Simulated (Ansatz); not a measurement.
Crystal: RuSe.

```
Ru Se
1.0
     0.00000    2.90633    2.90633
     2.90633    0.00000    2.90633
     2.90633    2.90633    0.00000
Ru Se
1 1
Direct
  0.00000 0.00000 0.00000
  0.25000 0.25000 0.25000
```

The cell comes from a database or a generator and needn't be the stable form of this composition.

Alike in all runs: program Ansatz 0.2.0; functional PBE; potentials or basis all-electron LAPW, scalar-relativistic; cutoff 297 eV (chosen from the basis error); basis error allowed 0.001 eV/atom; k mesh 6 × 6 × 6; occupations gaussian, width 0.05 eV.

Starts and where they ended:

```csv
start,free energy over the lowest (meV/atom),net moment (μB),site or absolute moments (μB),gap
"collinear spin, random start of up to 0.91 μB",0.0,0.00,absolute 0.00,none (metal or under the smearing width)
"collinear spin, program default start",0.0,0.00,absolute 0.00,none (metal or under the smearing width)
"collinear spin, ferromagnetic start of up to 2 μB; fixed moment 2",242.7,-,Ru +1.58; Se +0.11,-
```

Runs with fixed or held moments lie higher by the price of the constraint. A still lower state may exist.

Caveats: the k mesh is thin for a metal, which can move the energy by tens of meV per atom; the cell is far from rest, so the order of the states can change on relaxing; the starting moments weren't kept (some runs); the total moment is fixed, so each spin has its own Fermi level (some runs).
